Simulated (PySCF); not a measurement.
# CH10B2NP: the cost of one run

Computed with PySCF 2.14.0, with density-fitted response routines of our own, on a single molecule in the gas phase. Atoms are numbered from 0 throughout.

## 1. Starting geometry

15 atoms, charge 0, multiplicity 1; geometry from: GFN2-xTB. The atoms were then displaced at random by about 0.01 Å, so the start is not that level's minimum.

Bonds of the start (Å): C0–B1 1.64, B1–N2 1.62, N2–B3 1.56, B3–P4 1.93, P4–B1 1.96, C0–H5 1.06, C0–H6 1.08, C0–H7 1.11, B1–H8 1.21, N2–H9 1.02, N2–H10 1.03, B3–H11 1.21, B3–H12 1.20, P4–H13 1.36, P4–H14 1.38.

## 2. Optimising the geometry at PBE0-D3(BJ)/def2-SVP

What the job is given:

```
{"job": {"xc": "PBE0", "basis": "def2-SVP", "d3": "d3bj", "grid": 1, "shake": 0.01, "kind": "geom"}, "charge": 0, "multiplicity": 1}
C      1.917040     0.154480    -0.348510
B      0.493630     0.547450     0.367170
N     -0.236180    -0.770640     0.949460
B     -1.604980    -0.681690     0.207480
P     -1.005130     0.801610    -0.869940
H      2.620720    -0.205880     0.355810
H      1.783240    -0.572970    -1.134260
H      2.368400     1.055740    -0.824880
H      0.550180     1.411910     1.212490
H      0.292960    -1.606310     0.706600
H     -0.301210    -0.775350     1.977390
H     -2.491450    -0.349130     0.964650
H     -1.902450    -1.653640    -0.424450
H     -0.803210     0.632740    -2.208030
H     -1.696900     1.994300    -0.938210
```

Command:

```console
$ OMP_NUM_THREADS=1 python probes_run.py task.json out
```

The driver reads the jobs from task.json and runs them one after another.

**Question.** How long does this first job take on 1 thread of Arm Neoverse V1, shared host, and how much memory does it need?

About 99 s, with a peak of 0.5 GiB.
